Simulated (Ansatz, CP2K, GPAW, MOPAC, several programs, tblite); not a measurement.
# What cheap methods get right for SrLi2SnS4

How much accuracy does each second buy? SrLi2SnS4 is computed with 10 methods of unlike cost, up to r2SCAN.

Method: no spin polarisation, static lattice; gaps from single points on the cell relaxed beforehand with r²SCAN, in MOPAC, tblite, CP2K, Ansatz, GPAW (versions at each run).

4 further runs of the same task are left out: 4 set aside as unsound or not needed.

### Step 1. The starting structure

The structure is tetragonal, space group I-42m (No. 121). The conventional cell has a = 6.684 Å, b = 6.684 Å, c = 8.029 Å, α = 90.00°, β = 90.00°, γ = 90.00°. Around Li (site symmetry -4) lie 4 S at 2.48 Å. Sr (site symmetry -42m) is surrounded by 8 S at 3.09 to 3.29 Å. Around Sn (site symmetry -42m) lie 4 S at 2.39 Å. S (site symmetry m) is surrounded by 1 Sn at 2.39 Å and 2 Li at 2.48 Å and 2 Sr at 3.09 to 3.29 Å.

As a file:

```xyz
8
Lattice="-3.3422 3.3422 4.0144 3.3422 -3.3422 4.0144 3.3422 3.3422 -4.0144" Properties=species:S:1:pos:R:3 pbc="T T T"
Li    3.3422    0.0000    2.0072
Li    0.0000    3.3422    2.0072
Sr    0.0000    0.0000    4.0144
Sn    0.0000    0.0000    0.0000
S     1.3878    1.3878   -1.3713
S    -1.9544    1.9544    5.3856
S     1.9544    1.9544    2.6431
S     1.9544   -1.9544    5.3856
```

**Question.** The methods are PM6, PM7, GFN1-xTB (tblite), GFN2-xTB (tblite), PBE/DZVP, PBE/SZV, coarse PBE, GLLB-SC, PBE, r2SCAN. What gap does r2SCAN give on this cell, and which other methods (full PBE left aside) come nearest to r2SCAN and farthest in gap, volume and bulk modulus?

| quantity | value |
| --- | --- |
| r2SCAN | gap 2.98 eV, 22.42 Å³/atom, B₀ 57 GPa |
| gap: nearest and farthest of the other methods | PBE/DZVP, coarse PBE (about 0.41 eV off); PM7 (+4.48 eV) |
| volume: nearest and farthest of the other methods | PM7 (+1.5 %), PBE/SZV (+6.9 %) |
| bulk modulus: nearest and farthest of the other methods | coarse PBE (-1 %), PBE/SZV (-18 %) |

In words: For the gap (full PBE left aside), PBE/DZVP, coarse PBE tie for nearest to r2SCAN; PM7 is farthest. Among the 4 methods compared for the volume (full PBE left aside), PM7 is nearest to r2SCAN and PBE/SZV farthest. Among the 4 methods compared for the bulk modulus (full PBE left aside), coarse PBE is nearest to r2SCAN and PBE/SZV farthest. A minimal basis or a coarse cutoff and mesh shifts results by its own error, so closeness to r2SCAN can be chance. Cluster runs see only the k-points that fold onto the zone centre, so their gaps can miss the band edges. GLLB-SC is compared with its derivative discontinuity added. GFN1-xTB (tblite) ended in an unphysical state and is left out of the comparison. No volume is given for PM6, GFN2-xTB (tblite), which can hide a larger miss. CPU times run from 3.9 s (coarse PBE) to 98 s (GLLB-SC). On this cell PBE/DZVP, GLLB-SC cost more than r2SCAN itself (46 s), so they are no saving here. r2SCAN is a yardstick, not the truth: it usually gives gaps below the measured ones. Spin-orbit coupling is left out throughout.
